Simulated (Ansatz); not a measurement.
**CH₃ClF₂SZr: one species, many methods**

One table from this session's results is given with a row withheld; the runs are named, their logs left out.

The runs use Ansatz 0.2.0, Gaussian basis; functionals in def2-TZVPP, the program's frozen cores in correlated methods.

The runs, in order: LDA (SPW92), PBE-D4, revPBE-D4, BLYP-D4, r2SCAN-D4, B97M-V, PBE0-D4, B3LYP-D4, r2SCANh-D4, r2SCAN0-D4, HSE06-D4, BHLYP-D4, CAM-B3LYP-D4, LC-ωPBE, ωB97X-V, ωB97M-V, B2PLYP, PBE-QIDH; CCSD(T)/def2-SVP; CCSD(T)/def2-TZVPP; MP2/def2-QZVPP; extrapolation to the limit; RPA on PBE.

## Structure used throughout

All runs share one geometry, relaxed beforehand with PBE0-D4 in a triple-zeta def2 set. Zr takes the def2 core potential; no spin-orbit term is included.

SMILES `C[S][Zr]([F])([F])[Cl]`, 9 atoms, charge 0, spin multiplicity 1.

Atoms are counted from 1 here; the program's logs count them from 0.

Bond lengths: C1–S2 1.829 Å, C1–H7 1.088 Å, C1–H8 1.089 Å, C1–H9 1.099 Å, S2–Zr3 2.399 Å, Zr3–F4 1.896 Å, Zr3–F5 1.896 Å, Zr3–Cl6 2.337 Å. Angles: S2–C1–H7 108.8°, S2–C1–H8 108.8°, S2–C1–H9 114.3°, H7–C1–H8 110.5°, H7–C1–H9 107.1°, H8–C1–H9 107.1°, C1–S2–Zr3 88.1°, S2–Zr3–F4 108.3°, S2–Zr3–F5 108.3°, S2–Zr3–Cl6 108.6°, F4–Zr3–F5 107.9°, F4–Zr3–Cl6 111.8°, F5–Zr3–Cl6 111.8°.

The first run:

The input, in.yaml:

```yaml
crystal:
  periodic: [false, false, false]
  atoms:
    - {symbol: C, position_ang: [0.641363, -1.401947, -0.194238]}
    - {symbol: S, position_ang: [0.293819, -0.635887, 1.429446]}
    - {symbol: Zr, position_ang: [-0.579195, 1.266307, 0.256003]}
    - {symbol: F, position_ang: [-1.998347, 0.679948, -0.855497]}
    - {symbol: F, position_ang: [0.788712, 1.955279, -0.860767]}
    - {symbol: Cl, position_ang: [-1.297534, 2.842562, 1.824590]}
    - {symbol: H, position_ang: [1.710762, -1.588918, -0.273066]}
    - {symbol: H, position_ang: [0.084234, -2.334037, -0.269776]}
    - {symbol: H, position_ang: [0.356186, -0.783296, -1.056694]}
basis:
  gaussian: {orbitals: def2-TZVPP}
hamiltonian: {xc: lda}
output: {orbitals: {seedname: orbitals}}
```

On the command line:

```console
$ ansatz run in.yaml --threads 2 --pin off --events-out ev --progress --plain --max-ram 32768MiB --backend cuda --devices 0, --max-vram 18GiB
```

Among the steps run: LDA; PBE-D4 (GGA); revPBE-D4 (GGA); BLYP-D4 (GGA); r2SCAN-D4 (meta-GGA); B97M-V (meta-GGA); PBE0-D4 (hybrid); B3LYP-D4 (hybrid); r2SCANh-D4 (hybrid); r2SCAN0-D4 (hybrid); HSE06-D4 (hybrid); BHLYP-D4 (hybrid); CAM-B3LYP-D4 (range-separated); LC-ωPBE (range-separated); ωB97X-V (range-separated); ωB97M-V (range-separated); B2PLYP (double hybrid); PBE-QIDH (double hybrid).

One table of the session follows, with a row left open; its other results are not shown here.

It belongs to the step «Frontier levels by functional». 

```
  functional  HOMO (eV)  LUMO (eV)  gap (eV)
 LDA (SPW92)      -6.64      -3.16      3.48
      PBE-D4      -6.49      -2.90      3.59
   revPBE-D4      -6.43      -2.80      3.63
     BLYP-D4      -6.34      -2.77      3.56
   r2SCAN-D4      -6.77      -2.75      4.02
      B97M-V      -6.84      -2.71      4.13
     PBE0-D4      -7.71      -2.10      5.61
    B3LYP-D4      -7.47      -2.31      5.17
  r2SCANh-D4      -7.22      -2.45      4.76
  r2SCAN0-D4      -7.89      -2.00      5.89
    HSE06-D4          ?          ?         ?
    BHLYP-D4      -8.78      -1.13      7.65
CAM-B3LYP-D4      -9.00      -1.00      8.00
     LC-ωPBE     -10.35       0.16     10.51
     ωB97X-V     -10.01       0.07     10.08
     ωB97M-V      -9.85      -0.02      9.84
```

Q: Estimate the row for HSE06-D4 from the others.

The run gave: HOMO (eV): -7.31; LUMO (eV): -2.47; gap (eV): 4.84. In the column «HOMO (eV)» it lies between B3LYP-D4 (-7.47) and r2SCANh-D4 (-7.22).
